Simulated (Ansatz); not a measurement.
This script makes a comparison of functionals at one structure of AlNi, space group Cmmm with Ansatz 0.2.0 through its Python package.

The script, `alni_xc.py`:
```python
"""Functional comparison for AlNi (totals differ with the potentials too)."""

import ansatz as az

config = {
    "filling": "Fermi-Dirac",
    "kmesh": (11, 11, 10),
}

lattice = az.Lattice.of(
    (1.938694, -1.95319, 0.0),
    (1.938694, 1.95319, 0.0),
    (0.0, 0.0, 3.09943),
)
sites = [
    ("Al", (0.0, 0.0, 0.0)),
    ("Ni", (0.5, 0.5, 0.5)),
]
crystal = az.Crystal(lattice=lattice)
for symbol, position in sites:
    crystal = crystal.atom(symbol, position)
crystal = crystal.moments(Ni=1.5)

setup = (
    crystal.calculation()
    .occupations(config["filling"])
    .kpoints(*config["kmesh"])
    .spin("collinear")
    .stress()
)

rows = []
for value in ["lda", "r2scan", "blyp"]:
    data = setup.functional(value).run().report
    rows.append((value, data["free_energy_ev"] / len(data["lattice"]["sites"]), data["n_iterations"], sum(data["stress_gpa"][i][i] for i in range(3)) / 3, data["magnetization_mub"], data["n_kpoints"]))

print("  functional   F/atom (eV)    iterations       P (GPa)  moment (muB)      k-points")
for row in rows:
    print(f"{str(row[0]):>12s}  {row[1]:12.5f}  {row[2]:12d}  {row[3]:12.3f}  {row[4]:12.3f}  {row[5]:12d}")
```

Which functional puts this cell under the lowest pressure, and which under the highest?

From lowest to highest: LDA (-5.0 GPa), r2SCAN (0.6 GPa) and BLYP (10.7 GPa). At a fixed cell a lower pressure usually means a smaller equilibrium volume, so LDA prefers the smallest cell and BLYP the largest.

The run itself:

Output of `python alni_xc.py`:
```text
DeckWarning: basis.ecutwfc = 420 eV, auto-derived from the records' recommended cutoffs: set by Al (normal level)
RunWarning: the starting moments were not kept: the SCF closed with an absolute magnetisation of 2.8e-7 μB, where they sum to 1.5 μB in size (1 site). That is at most 0.1 of that sum. Measured as dr2_m measures the in/out step, that magnetisation stands [...]
DeckWarning: basis.ecutwfc = 500 eV, auto-derived from the records' recommended cutoffs: set by Al (their level for a meta-GGA)
  functional   F/atom (eV)    iterations       P (GPa)  moment (muB)      k-points
         lda   -3143.81102            11        -5.021        -0.000           216
      r2scan   -3193.51121            20         0.649         0.000           216
        blyp   -3194.99484            11        10.707        -0.000           216
```
(Warnings from the package without file and line, shortened, repeats left out.)

Caveats:
- The SCF didn't keep the moments it started from (some shrank, vanished or turned); what is printed is the state reached.
- BLYP can be off by several per cent in the lattices of metals, and by several GPa in the pressure at a fixed cell.
- For a metal this k-point mesh is coarse: on a finer one energies can move by several to tens of meV an atom and pressures by half a GPa or more, differences at one mesh by less.
- The overall sign of a collinear moment is arbitrary, and semilocal functionals can give small moments to compounds that are paramagnetic.
- Within a few hundredths of an angstrom the cell has the higher group P4/mmm; the lower one is a small distortion.
- Pressure is positive in compression.
- r2SCAN tends to overestimate the moments of itinerant magnets.
- The structure comes from a database of computed cells and needn't be a stable or known phase.
- Total energies of different functionals can't be compared; pressures, moments and gaps at this one structure can.
- Wall time of the script: 62 s on 1 thread of Arm Neoverse V2 (shared host), peak memory 0.57 GiB.
